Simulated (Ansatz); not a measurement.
# TeH radical (SMILES [TeH]): functionals against CCSD(T) at one geometry

A test off equilibrium: a structure displaced at random from a GFN2-xTB minimum is computed at several levels, and each is set against CCSD(T).

The runs use Ansatz 0.2.0, Gaussian basis; single points in def2-TZVPP.

Cores are frozen in the correlated methods. Filled d shells of the heavier atoms are correlated. Core potentials replace the inner electrons past krypton, and spin-orbit coupling is left out. Orbitals are unrestricted.

## 1. The system as given

SMILES `[TeH]`, 2 atoms, charge 0, spin multiplicity 2.

Atoms are counted from 1 here; the program's logs count them from 0.

Bond lengths: Te1–H2 1.668 Å.

Coordinates:

```xyz
2
HTe
Te   -0.6890    0.2070   -0.3990
H     0.6746   -0.2984    0.4180
```

## 2. CCSD(T)/def2-TZVPP

File run/in.yaml:

```yaml
crystal:
  periodic: [false, false, false]
  atoms:
    - {symbol: Te, position_ang: [-0.689000, 0.207000, -0.399000]}
    - {symbol: H, position_ang: [0.674600, -0.298400, 0.418000]}
basis:
  gaussian: {orbitals: def2-TZVPP}
magnetization: {spin_polarized: true, initial_magnetization: 1}
correlation: {method: ccsd_t}
scf: {omitted_lower_state_checks: [cluster_reference]}
output: {forces: true}
```

The command line of these runs was not kept.

## 3. PBE0-D4/def2-TZVPP

run/in.yaml: that of step 2 with these lines changed.

```diff
@@ -8,4 +8,3 @@
 magnetization: {spin_polarized: true, initial_magnetization: 1}
-correlation: {method: ccsd_t}
-scf: {omitted_lower_state_checks: [cluster_reference]}
-output: {forces: true}
+hamiltonian: {xc: pbe0, dispersion: d4}
+output: {forces: true, orbitals: {seedname: orbitals}}
```

## 4. wB97M-V/def2-TZVPP

run/in.yaml: that of step 3 with these lines changed.

```diff
@@ -8,3 +8,3 @@
 magnetization: {spin_polarized: true, initial_magnetization: 1}
-hamiltonian: {xc: pbe0, dispersion: d4}
-output: {forces: true, orbitals: {seedname: orbitals}}
+hamiltonian: {xc: {name: wB97M-V}}
+output: {forces: true}
```

## 5. r2SCAN-D4/def2-TZVPP

run/in.yaml: that of step 4 with these lines changed.

```diff
@@ -8,3 +8,3 @@
 magnetization: {spin_polarized: true, initial_magnetization: 1}
-hamiltonian: {xc: {name: wB97M-V}}
+hamiltonian: {xc: r2scan, dispersion: d4}
 output: {forces: true}
```

## 6. PBE-D4/def2-TZVPP

run/in.yaml: that of step 5 with these lines changed.

```diff
@@ -8,3 +8,3 @@
 magnetization: {spin_polarized: true, initial_magnetization: 1}
-hamiltonian: {xc: r2scan, dispersion: d4}
+hamiltonian: {xc: pbe, dispersion: d4}
 output: {forces: true}
```

## 7. r2SCANh-D4/def2-TZVPP

run/in.yaml: that of step 6 with these lines changed.

```diff
@@ -8,3 +8,3 @@
 magnetization: {spin_polarized: true, initial_magnetization: 1}
-hamiltonian: {xc: pbe, dispersion: d4}
+hamiltonian: {xc: {name: r2SCANh}, dispersion: d4}
 output: {forces: true}
```

## 8. revPBE-D4/def2-TZVPP

run/in.yaml: that of step 7 with these lines changed.

```diff
@@ -8,3 +8,3 @@
 magnetization: {spin_polarized: true, initial_magnetization: 1}
-hamiltonian: {xc: {name: r2SCANh}, dispersion: d4}
+hamiltonian: {xc: {name: revPBE}, dispersion: d4}
 output: {forces: true}
```

(Steps that only read results are left out.)

Before running it: what results should come out? Wanted: energy less free atoms, CCSD(T)/def2-TZVPP; RMS force component; RMS force error; HOMO and LUMO, PBE0-D4; T1 diagnostic.

As calculated:

```
                                  quantity                                                                                                value
energy less free atoms, CCSD(T)/def2-TZVPP                                                                                        -281.1 kJ/mol
                       RMS force component                                                                 0.060 to 0.167 eV/Å over the methods
                           RMS force error  PBE0-D4 0.074, wB97M-V 0.006, r2SCAN-D4 0.083, PBE-D4 0.221, r2SCANh-D4 0.045, revPBE-D4 0.240 eV/Å
                    HOMO and LUMO, PBE0-D4                                                                                   -6.42 and -4.22 eV
                             T1 diagnostic                                                                                                0.010
```

Against CCSD(T) the functionals' energies less atoms differ by -8.6 to -1.7 kJ/mol, PBE-D4 by -8.6 kJ/mol. The reference is not at the basis limit: in triple zeta CCSD(T) underbinds, which counts against methods that bind more; the gaps are no ranking. On forces the order runs from wB97M-V to revPBE-D4. Frozen-core CCSD(T) forces in triple zeta carry basis errors of their own, and this is one geometry, so small gaps rank nothing.
